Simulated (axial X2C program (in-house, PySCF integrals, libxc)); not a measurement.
# All-electron X2C curves of SrH

What are the state, bond length, wavenumber and bond energy of SrH, and what does spin–orbit coupling change?

Method: all-electron X2C, Sr dyall-cv3z, H dyall-v3z; program: an in-house X2C program for linear molecules on PySCF integrals.

All values are calculated.

## (1) The job

task.json reads:

```json
{"zs": [38, 1], "q": 0, "bas": ["dyall-cv3z", "dyall-v3z"], "levels": ["PBE0", "HF", "r2SCAN"], "cc": true, "r0": 2.17, "thr": -2.0, "nmax": 90, "npts": 10, "nst": 2, "ntry": 6}
```

Keys: zs atomic numbers; q charge; bas basis sets; levels methods (HF also brings MP2); cc coupled cluster on or off; r0 starting distance in Å; thr threshold in hartree for freezing inner shells (an s shell follows its p shell); nmax most natural virtual spinors; npts points asked for on the curve; nst determinants followed; ntry starts of the search.

The run is started by

```sh
> python so2c.py task.json out
```

Spin-free means the one-electron spin-free X2C Hamiltonian; two-component (2c) means X2C with spin–orbit coupling and atomic mean-field two-electron Coulomb and Gaunt terms. Basis: Sr dyall-cv3z contracted to [13s12p8d5f1g], H dyall-v3z contracted to [6s2p1d]; Gaussian nuclei, density fitting. Masses: Sr 87.906 u, H 1.008 u.

Notation: σ, π±, δ± give the projection m of an orbital's angular momentum (0, ±1, ±2), α and β its spin, Λ and M_S the sums; ω is the projection of a spinor's total angular momentum and Ω the sum. Logs are in hartree.

The results follow Hamiltonian by Hamiltonian and level by level.

## (2) Which state to follow

Determinants are compared with PBE0 at 2.170 Å.

Spin-free determinants:

| ΔE (eV) | state | open shells |
| --- | --- | --- |
| 0.00 | M_S = 1/2, Λ = 0 | beyond closed shells: σα |
| 1.65 | M_S = 1/2, Λ = 1 | beyond closed shells: π+α |
| 2.25 | M_S = 1/2, Λ = 2 | beyond closed shells: δ+α |
| 3.90 | M_S = 3/2, Λ = 1 | beyond closed shells: 2 × σα, π+α |
| 4.14 | M_S = 3/2, Λ = 0 | beyond closed shells: 3 × σα |
| 4.37 | M_S = 1/2, Λ = 1 | beyond closed shells: 2 × σα, π+β |
| 5.66 | M_S = 3/2, Λ = 0 | beyond closed shells: σα, π+α, π-α |

Two-component determinants:

```tsv
ΔE (eV)	state	open shells
0.00	Ω = 1/2	excess of +ω over −ω: ω = 1/2
1.67	Ω = 3/2	excess of +ω over −ω: ω = 3/2
2.25	Ω = 5/2	excess of +ω over −ω: ω = 5/2
3.92	Ω = 5/2	excess of +ω over −ω: 2 × ω = 1/2, ω = 3/2
4.14	Ω = 3/2	excess of +ω over −ω: 3 × ω = 1/2
4.38	Ω = 1/2	excess of +ω over −ω: 2 × ω = -1/2, ω = 3/2
4.59	Ω = 7/2	excess of +ω over −ω: 2 × ω = 1/2, ω = 5/2
```

## (3) PBE0, spin-free

State followed: M_S = 1/2, Λ = 0 (beyond closed shells: σα). The scan is laid around 2.131 Å, a first estimate of the minimum, and this SCF restarts from the orbitals of the search.

The SCF at the reference distance of 2.131 Å:

```text
spin-free X2C-1e  PBE0
basis functions 150  fitting functions 778  grid points 5063
iter        total energy     max residual
   1      -3179.493605662     6.37e-01
   2      -3179.544132557     3.88e-03
   3      -3179.544185599     1.22e-03
   4      -3179.544198982     3.17e-04
   5      -3179.544199762     7.48e-05
   6      -3179.544199852     2.45e-05
   7      -3179.544199858     1.98e-05
converged
one-electron -4417.50804006  Coulomb 1334.52455082  exact exchange -26.08588865  xc functional -79.91111198  nuclear repulsion 9.43629001
```

Along the bond, energies from the lowest point:

| R (Å) | E (eV) | μ (D) | HOMO (eV) | LUMO (eV) | iterations |
| --- | --- | --- | --- | --- | --- |
| 1.854 | 0.2759 | -2.11 | -3.61 | -1.68 | 10 |
| 1.939 | 0.1206 | -2.33 | -3.67 | -1.74 | 9 |
| 2.003 | 0.0501 | -2.50 | -3.72 | -1.79 | 9 |
| 2.067 | 0.0117 | -2.68 | -3.76 | -1.83 | 8 |
| 2.131 | 0.0000 | -2.86 | -3.80 | -1.88 | 7 |
| 2.206 | 0.0140 | -3.09 | -3.86 | -1.93 | 9 |
| 2.280 | 0.0518 | -3.31 | -3.91 | -1.98 | 8 |
| 2.376 | 0.1272 | -3.60 | -3.97 | -2.05 | 8 |
| 2.493 | 0.2485 | -3.95 | -4.04 | -2.13 | 8 |
| 2.664 | 0.4583 | -4.42 | -4.15 | -2.24 | 9 |

Dipoles are positive if H is the positive end.

Outer orbitals at the reference distance:

| symmetry | occupied | ε (eV) | atomic character |
| --- | --- | --- | --- |
| π-α | yes | -24.55 | 100% Sr p |
| π+α | yes | -24.55 | 100% Sr p |
| π+β | yes | -24.45 | 100% Sr p |
| π-β | yes | -24.45 | 100% Sr p |
| σα | yes | -24.32 | 98% Sr p |
| σβ | yes | -24.19 | 98% Sr p |
| σα | yes | -6.19 | 60% H s, 21% Sr s, 12% Sr d |
| σβ | yes | -5.84 | 60% H s, 20% Sr s, 12% Sr d |
| σα | yes | -3.80 | 62% Sr s, 24% Sr p, 10% Sr d |
| σβ | no | -1.88 | 66% Sr s, 20% Sr p, 10% Sr d |
| π+α | no | -1.07 | 91% Sr p, 9% Sr d |
| π-α | no | -1.07 | 91% Sr p, 9% Sr d |
| σα | no | -0.72 | 55% Sr p, 42% Sr d, 4% Sr s |

PBE0 fields in the half plane through the axis: z from -2.4 to 4.5 Å across, distance from the axis 0.15 to 2.25 Å upwards; Sr lies at z = 0 and H at z = 2.131 Å; the ELF is damped to zero where the density is low.

log10 density (e/bohr³). Ten even steps from ' ' (-4.95 ) to '@' (1.53 ):
```
::::::--------------::::::::::::::::......      
::::--------------------------::::::::::....    
::------------====------------------::::::....  
----------==============--======------::::::....
--------====++++++++++==============----::::....
------====++**********++++++++++++====----::::..
------==++++**######**++++++++++++++==----::::..
------==++**##%%@@%%##**++++******++====--::::..
```

ELF. Ten even steps from ' ' (0.00 ) to '@' (1.00 ):
```
++##%%@@@@@@%%%%**==::                          
##%%@@@@%%##**++--..        ..--==--::          
%%@@@@%%**--::....        ::**%%@@%%##--        
@@@@%%++::....::::::      ==@@@@@@@@@@%%==      
%%%%++::  ..--**##**--    **@@@@@@@@@@@@%%::    
%%##--....==##%%%%%%##::..##@@@@@@@@@@@@@@++    
%%++..  --##%%::::--##==::%%@@@@@@@@@@@@@@##..  
%%==....++%%**++--++++**::@@@@@@@@@@@@@@@@%%::  
```

Re = 2.131 Å, ωe = 1213 cm⁻¹, ωexe = 16.8 cm⁻¹, Be = 3.726 cm⁻¹, De = 1.83 eV, μ = -2.86 D.

## (4) HF, spin-free

Output at 2.131 Å:

```text
spin-free X2C-1e  HF
basis functions 150  fitting functions 778  grid points 5063
iter        total energy     max residual
   1      -3177.890753828     3.42e-01
   2      -3177.907187050     9.79e-03
   3      -3177.907975138     9.72e-03
   4      -3177.908262386     5.36e-03
   5      -3177.908350894     8.18e-04
   6      -3177.908378164     1.13e-03
   7      -3177.908381607     4.68e-04
   8      -3177.908382044     6.08e-05
   9      -3177.908382128     6.95e-05
  10      -3177.908382153     3.20e-05
  11      -3177.908382159     9.06e-06
  12      -3177.908382161     8.95e-06
  13      -3177.908382161     3.54e-06
  14      -3177.908382161     6.00e-07
converged
one-electron -4416.69648163  Coulomb 1333.76089136  exact exchange -104.40908190  xc functional 0.00000000  nuclear repulsion 9.43629001
```

Re = 2.195 Å, ωe = 1201 cm⁻¹, ωexe = 14.5 cm⁻¹, Be = 3.512 cm⁻¹, De = 1.46 eV, μ = -2.77 D.

## (5) r2SCAN, spin-free

Output at 2.131 Å:

```text
spin-free X2C-1e  r2SCAN
basis functions 150  fitting functions 778  grid points 5063
iter        total energy     max residual
   1      -3179.836338713     1.04e-01
   2      -3179.837989559     1.84e-03
   3      -3179.838008738     3.20e-03
   4      -3179.838023767     6.09e-04
   5      -3179.838024950     1.91e-04
   6      -3179.838025248     1.68e-04
   7      -3179.838025285     1.47e-05
   8      -3179.838025288     8.69e-06
converged
one-electron -4417.45447474  Coulomb 1334.47930072  exact exchange 0.00000000  xc functional -106.29914128  nuclear repulsion 9.43629001
```

Re = 2.131 Å, ωe = 1211 cm⁻¹, ωexe = 16.8 cm⁻¹, Be = 3.725 cm⁻¹, De = 2.08 eV, μ = -3.04 D.

## (6) Correlated methods, spin-free

Correlated methods: 11 electrons correlated (frozen shells, counted by type: Sr 3 s, 2 p, 1 d; H none), 195 virtual spinors in MP2, 89 natural virtuals in coupled cluster.

Output of the correlated part at 2.131 Å:

```text
correlated 11  virtual 195  natural virtual 89  E(MP2) -0.240674713  MP2 remainder -0.006646712
iter   CCSD correlation   residual
   1     -0.251014018   8.56e-02
   2     -0.256910046   2.87e-02
   3     -0.257109306   8.14e-03
   4     -0.257078381   3.98e-03
   5     -0.257097162   1.89e-03
   6     -0.257106856   8.39e-04
   7     -0.257107427   2.88e-04
   8     -0.257106892   8.18e-05
   9     -0.257106506   2.93e-05
  10     -0.257106830   1.04e-05
  11     -0.257106882   3.40e-06
  12     -0.257106902   1.05e-06
  13     -0.257106898   3.39e-07
(T) -0.006842032  T1 0.0188  D1 0.0526  max T2 0.045
```

T1 in the output is the amplitude norm over the root of the electron number; divide by √2 for the Lee–Taylor value.

MP2: Re = 2.140 Å, ωe = 1235 cm⁻¹, Be = 3.693 cm⁻¹, De = 1.52 eV.

CCSD: Re = 2.159 Å, ωe = 1199 cm⁻¹, ωexe = 16.5 cm⁻¹, Be = 3.629 cm⁻¹, De = 1.71 eV. T1 at Re = 0.013 (Lee–Taylor, the printed value over √2).

CCSD(T): Re = 2.157 Å, ωe = 1196 cm⁻¹, ωexe = 16.8 cm⁻¹, Be = 3.636 cm⁻¹, De = 1.66 eV. T1 at Re = 0.013 (Lee–Taylor, the printed value over √2).

## (7) A higher determinant, spin-free

State: M_S = 1/2, Λ = 1 (beyond closed shells: π+α).

Output at the reference distance:

```text
spin-free X2C-1e  PBE0
basis functions 150  fitting functions 778  grid points 5063
iter        total energy     max residual
   1      -3179.434409673     6.66e-01
   2      -3179.483585829     3.73e-03
   3      -3179.483637743     1.41e-03
   4      -3179.483657131     2.97e-04
   5      -3179.483658554     2.01e-04
   6      -3179.483659263     1.17e-04
   7      -3179.483659770     6.96e-05
   8      -3179.483659806     3.31e-05
   9      -3179.483659812     4.40e-06
converged
one-electron -4416.83895125  Coulomb 1333.89946915  exact exchange -26.08091384  xc functional -79.89955388  nuclear repulsion 9.43629001
```

| R (Å) | E above the lowest PBE0 point (eV) |
| --- | --- |
| 1.854 | 1.886 |
| 1.939 | 1.742 |
| 2.003 | 1.680 |
| 2.067 | 1.650 |
| 2.131 | 1.647 |
| 2.206 | 1.671 |
| 2.280 | 1.718 |
| 2.376 | 1.805 |
| 2.493 | 1.939 |

Re = 2.107 Å, ωe = 1251 cm⁻¹, ωexe = 16.8 cm⁻¹, Be = 3.811 cm⁻¹, μ = -3.26 D. Te = 1.65 eV.

## (8) The spin-free curves together

Energy (eV) of the followed determinant, spin-free, from each level's lowest point:

| R (Å) | PBE0 | HF | MP2 | CCSD | CCSD(T) | r2SCAN |
| --- | --- | --- | --- | --- | --- | --- |
| 1.854 | 0.276 | 0.432 | 0.306 | n/a | n/a | 0.276 |
| 1.939 | 0.121 | 0.222 | 0.138 | 0.158 | 0.154 | 0.121 |
| 2.003 | 0.050 | 0.117 | 0.060 | 0.073 | 0.071 | 0.050 |
| 2.067 | 0.012 | 0.049 | 0.016 | 0.022 | 0.021 | 0.012 |
| 2.131 | 0.000 | 0.011 | 0.000 | 0.000 | 0.000 | 0.000 |
| 2.206 | 0.014 | 0.000 | 0.011 | 0.003 | 0.004 | 0.014 |
| 2.280 | 0.052 | 0.017 | 0.047 | 0.032 | 0.033 | 0.051 |
| 2.376 | 0.127 | 0.073 | 0.124 | 0.098 | 0.099 | 0.126 |
| 2.493 | 0.248 | 0.178 | 0.249 | n/a | n/a | 0.247 |
| 2.664 | 0.458 | 0.379 | 0.471 | n/a | n/a | 0.456 |

## (9) PBE0, 2c

State followed: Ω = 1/2 (excess of +ω over −ω: ω = 1/2). The scan is laid around 2.131 Å, a first estimate of the minimum, and this SCF restarts from the orbitals of the search.

The SCF at the reference distance of 2.131 Å:

```text
two-component X2C + atomic mean field  PBE0
basis functions 150  fitting functions 778  grid points 5063
iter        total energy     max residual
   1      -3178.316138059     5.41e-01
   2      -3178.366689415     3.88e-03
   3      -3178.366742814     1.10e-03
   4      -3178.366756456     3.02e-04
   5      -3178.366757243     7.67e-05
   6      -3178.366757338     2.54e-05
   7      -3178.366757345     2.05e-05
   8      -3178.366757347     3.06e-06
converged
one-electron -4414.38886977  Coulomb 1333.86139385  exact exchange -26.07264939  xc functional -79.87135762  nuclear repulsion 9.43629001  atomic mean-field constant -1.33156443
```

Along the bond, energies from the lowest point:

| R (Å) | E (eV) | μ (D) | HOMO (eV) | LUMO (eV) | iterations |
| --- | --- | --- | --- | --- | --- |
| 1.854 | 0.2751 | -2.11 | -3.61 | -1.68 | 10 |
| 1.939 | 0.1202 | -2.33 | -3.67 | -1.74 | 9 |
| 2.003 | 0.0498 | -2.50 | -3.72 | -1.79 | 9 |
| 2.067 | 0.0115 | -2.68 | -3.76 | -1.83 | 8 |
| 2.131 | 0.0000 | -2.87 | -3.80 | -1.88 | 8 |
| 2.206 | 0.0141 | -3.09 | -3.86 | -1.93 | 9 |
| 2.280 | 0.0521 | -3.31 | -3.91 | -1.98 | 8 |
| 2.376 | 0.1276 | -3.60 | -3.97 | -2.05 | 8 |
| 2.493 | 0.2490 | -3.95 | -4.04 | -2.13 | 8 |
| 2.664 | 0.4590 | -4.42 | -4.15 | -2.24 | 9 |

Dipoles are positive if H is the positive end.

Outer spinors at the reference distance:

| ω | occupied | ε (eV) | atomic character | λ mixture |
| --- | --- | --- | --- | --- |
| -1/2 | yes | -25.20 | 100% Sr p | 78% π, 22% σ |
| 1/2 | yes | -25.17 | 99% Sr p | 71% π, 29% σ |
| 3/2 | yes | -24.16 | 100% Sr p | 100% π |
| -3/2 | yes | -24.06 | 100% Sr p | 100% π |
| 1/2 | yes | -23.97 | 98% Sr p | 71% σ, 29% π |
| -1/2 | yes | -23.89 | 98% Sr p | 78% σ, 22% π |
| 1/2 | yes | -6.19 | 60% H s, 21% Sr s, 12% Sr d | 100% σ |
| -1/2 | yes | -5.84 | 60% H s, 20% Sr s, 12% Sr d | 100% σ |
| 1/2 | yes | -3.80 | 62% Sr s, 24% Sr p, 10% Sr d | 100% σ |
| -1/2 | no | -1.88 | 66% Sr s, 20% Sr p, 10% Sr d | 100% σ |
| -1/2 | no | -1.09 | 91% Sr p, 9% Sr d | 100% π |
| 3/2 | no | -1.06 | 91% Sr p, 9% Sr d | 100% π |
| 1/2 | no | -0.72 | 55% Sr p, 41% Sr d, 4% Sr s | 100% σ |

PBE0 fields in the half plane through the axis: z from -2.4 to 4.5 Å across, distance from the axis 0.15 to 2.25 Å upwards; Sr lies at z = 0 and H at z = 2.131 Å; the ELF is damped to zero where the density is low.

log10 density (e/bohr³). Ten even steps from '0' (-4.95 ) to '9' (1.53 ):
```
222333333322222222111000
223333333333333222221100
233333344333333333222110
333334444444344433322211
333344555554444444332211
333445666665555554433221
333455677765555555433221
333456789876556665443221
```

ELF. Ten even steps from ' ' (0.00 ) to '@' (1.00 ):
```
++##%%@@@@@@%%%%**==::                          
##%%@@@@%%##**++--..        ..--==--::          
%%@@@@%%**--::....        ::**%%@@%%##--        
@@@@%%++::....::::::      ==@@@@@@@@@@%%==      
%%%%++::  ..--**##**--    **@@@@@@@@@@@@%%::    
%%##--....==##%%%%%%##::..##@@@@@@@@@@@@@@++    
%%++....--##%%::::--##==::%%@@@@@@@@@@@@@@##..  
%%==....++%%**++--++++**::@@@@@@@@@@@@@@@@%%::  
```

Re = 2.130 Å, ωe = 1213 cm⁻¹, ωexe = 16.8 cm⁻¹, Be = 3.728 cm⁻¹, De = 1.83 eV, μ = -2.86 D.

## (10) HF, 2c

Output at 2.131 Å:

```text
two-component X2C + atomic mean field  HF
basis functions 150  fitting functions 778  grid points 5063
iter        total energy     max residual
   1      -3176.713347884     3.42e-01
   2      -3176.729779116     9.76e-03
   3      -3176.730569375     9.74e-03
   4      -3176.730857765     5.36e-03
   5      -3176.730946821     8.21e-04
   6      -3176.730974270     1.14e-03
   7      -3176.730977738     4.69e-04
   8      -3176.730978179     6.04e-05
   9      -3176.730978265     7.00e-05
  10      -3176.730978289     3.22e-05
  11      -3176.730978296     9.05e-06
  12      -3176.730978298     8.98e-06
  13      -3176.730978298     3.55e-06
  14      -3176.730978298     5.99e-07
converged
one-electron -4413.57575011  Coulomb 1333.09612176  exact exchange -104.35607554  xc functional 0.00000000  nuclear repulsion 9.43629001  atomic mean-field constant -1.33156443
```

Re = 2.195 Å, ωe = 1201 cm⁻¹, ωexe = 14.5 cm⁻¹, Be = 3.512 cm⁻¹, De = 1.46 eV, μ = -2.77 D.

## (11) r2SCAN, 2c

Output at 2.131 Å:

```text
two-component X2C + atomic mean field  r2SCAN
basis functions 150  fitting functions 778  grid points 5063
iter        total energy     max residual
   1      -3178.657461944     1.04e-01
   2      -3178.659126634     1.82e-03
   3      -3178.659145811     3.16e-03
   4      -3178.659160799     6.06e-04
   5      -3178.659161986     1.90e-04
   6      -3178.659162284     1.66e-04
   7      -3178.659162322     1.48e-05
   8      -3178.659162325     8.58e-06
converged
one-electron -4414.33578647  Coulomb 1333.81665865  exact exchange 0.00000000  xc functional -106.24476009  nuclear repulsion 9.43629001  atomic mean-field constant -1.33156443
```

Re = 2.131 Å, ωe = 1211 cm⁻¹, ωexe = 16.8 cm⁻¹, Be = 3.726 cm⁻¹, De = 2.08 eV, μ = -3.05 D.

## (12) Correlated methods, 2c

Correlated methods: 11 electrons correlated (frozen shells, counted by type: Sr 3 s, 2 p, 1 d; H none), 195 virtual spinors in MP2, 90 natural virtuals in coupled cluster.

Output of the correlated part at 2.131 Å:

```text
correlated 11  virtual 195  natural virtual 90  E(MP2) -0.240714284  MP2 remainder -0.006396918
iter   CCSD correlation   residual
   1     -0.251269536   8.57e-02
   2     -0.257172407   2.88e-02
   3     -0.257375462   8.21e-03
   4     -0.257345029   4.03e-03
   5     -0.257364415   1.92e-03
   6     -0.257374379   8.50e-04
   7     -0.257374935   2.90e-04
   8     -0.257374404   8.26e-05
   9     -0.257374014   2.97e-05
  10     -0.257374342   1.05e-05
  11     -0.257374392   3.45e-06
  12     -0.257374413   1.07e-06
  13     -0.257374409   3.48e-07
(T) -0.006872030  T1 0.0189  D1 0.0531  max T2 0.044
```

MP2: Re = 2.140 Å, ωe = 1235 cm⁻¹, Be = 3.694 cm⁻¹, De = 1.52 eV.

CCSD: Re = 2.159 Å, ωe = 1199 cm⁻¹, ωexe = 16.5 cm⁻¹, Be = 3.63 cm⁻¹, De = 1.71 eV. T1 at Re = 0.013 (Lee–Taylor, the printed value over √2).

CCSD(T): Re = 2.157 Å, ωe = 1196 cm⁻¹, ωexe = 16.9 cm⁻¹, Be = 3.637 cm⁻¹, De = 1.67 eV. T1 at Re = 0.013 (Lee–Taylor, the printed value over √2).

## (13) A higher determinant, 2c

State: Ω = 3/2 (excess of +ω over −ω: ω = 3/2).

Output at the reference distance:

```text
two-component X2C + atomic mean field  PBE0
basis functions 150  fitting functions 778  grid points 5063
iter        total energy     max residual
   1      -3178.256273034     5.66e-01
   2      -3178.305480431     3.73e-03
   3      -3178.305532627     1.27e-03
   4      -3178.305551876     2.99e-04
   5      -3178.305553362     2.08e-04
   6      -3178.305554133     1.21e-04
   7      -3178.305554679     7.17e-05
   8      -3178.305554717     3.48e-05
   9      -3178.305554723     3.74e-06
converged
one-electron -4413.72148795  Coulomb 1333.23912404  exact exchange -26.06777265  xc functional -79.86014374  nuclear repulsion 9.43629001  atomic mean-field constant -1.33156443
```

| R (Å) | E above the lowest PBE0 point (eV) |
| --- | --- |
| 1.854 | 1.903 |
| 1.939 | 1.759 |
| 2.003 | 1.698 |
| 2.067 | 1.668 |
| 2.131 | 1.665 |
| 2.206 | 1.689 |
| 2.280 | 1.736 |
| 2.376 | 1.823 |
| 2.493 | 1.957 |

Re = 2.107 Å, ωe = 1251 cm⁻¹, ωexe = 16.8 cm⁻¹, Be = 3.813 cm⁻¹, μ = -3.24 D. Te = 1.66 eV.

## (14) The 2c curves together

Energy (eV) of the followed determinant, 2c, from each level's lowest point:

| R (Å) | PBE0 | HF | MP2 | CCSD | CCSD(T) | r2SCAN |
| --- | --- | --- | --- | --- | --- | --- |
| 1.854 | 0.275 | 0.431 | 0.306 | n/a | n/a | 0.275 |
| 1.939 | 0.120 | 0.222 | 0.138 | 0.157 | 0.154 | 0.120 |
| 2.003 | 0.050 | 0.117 | 0.060 | 0.073 | 0.071 | 0.050 |
| 2.067 | 0.012 | 0.048 | 0.016 | 0.022 | 0.021 | 0.012 |
| 2.131 | 0.000 | 0.011 | 0.000 | 0.000 | 0.000 | 0.000 |
| 2.206 | 0.014 | 0.000 | 0.011 | 0.003 | 0.004 | 0.014 |
| 2.280 | 0.052 | 0.018 | 0.048 | 0.032 | 0.033 | 0.052 |
| 2.376 | 0.128 | 0.073 | 0.124 | 0.098 | 0.100 | 0.127 |
| 2.493 | 0.249 | 0.178 | 0.249 | n/a | n/a | 0.247 |
| 2.664 | 0.459 | 0.379 | 0.472 | n/a | n/a | 0.456 |

Time for the job: 80 s (1 thread of Arm Neoverse V2, shared host); peak memory 0.67 GiB.

## (15) Constants

Lowest determinant that the search found at its distance, spin-free: M_S = 1/2, Λ = 0 (beyond closed shells: σα).

Lowest determinant that the search found at its distance, 2c: Ω = 1/2 (excess of +ω over −ω: ω = 1/2).

| Hamiltonian | level | Re (Å) | ωe (cm⁻¹) | De (eV) | μ (D) |
| --- | --- | --- | --- | --- | --- |
| spin-free | PBE0 | 2.131 | 1213 | 1.83 | -2.86 |
| spin-free | HF | 2.195 | 1201 | 1.46 | -2.77 |
| spin-free | MP2 | 2.140 | 1235 | 1.52 | n/a |
| spin-free | CCSD | 2.159 | 1199 | 1.71 | n/a |
| spin-free | CCSD(T) | 2.157 | 1196 | 1.66 | n/a |
| spin-free | r2SCAN | 2.131 | 1211 | 2.08 | -3.04 |
| 2c | PBE0 | 2.130 | 1213 | 1.83 | -2.86 |
| 2c | HF | 2.195 | 1201 | 1.46 | -2.77 |
| 2c | MP2 | 2.140 | 1235 | 1.52 | n/a |
| 2c | CCSD | 2.159 | 1199 | 1.71 | n/a |
| 2c | CCSD(T) | 2.157 | 1196 | 1.67 | n/a |
| 2c | r2SCAN | 2.131 | 1211 | 2.08 | -3.05 |

Dipoles are positive if H is the positive end.

Time per point (s) on 1 thread of Arm Neoverse V2, shared host (2c runs; CCSD comes with the CCSD(T) run); the times are rough: PBE0 0.31, HF 0.21, MP2 0.31, CCSD(T) 3.3, r2SCAN 0.39.

In words: At CCSD(T), going from spin-free to two-component changes Re by 0 mÅ, ωe by 0.0 %, which is small (part of it comes from the scalar share of the two-electron terms). De moves by 0.00 eV; both De rest on single-determinant atoms, which can miss part of an open shell's spin–orbit lowering.

De refers to Sr + H, each in the lowest determinant found, which need not be this curve's own limit. Each curve is one determinant whose occupation by symmetry is held fixed; it was picked as the lowest of a PBE0 search that is not exhaustive. De is counted from the lowest determinant-based energies of the atoms at the same level, without counterpoise correction. Density functionals use the spin component along the axis (collinear). Coupled cluster ran in a truncated set of natural virtual spinors; the MP2 energy of the rest was added. The meta-GGAs lack a current-density term, which matters for open shells with orbital currents, atoms included.
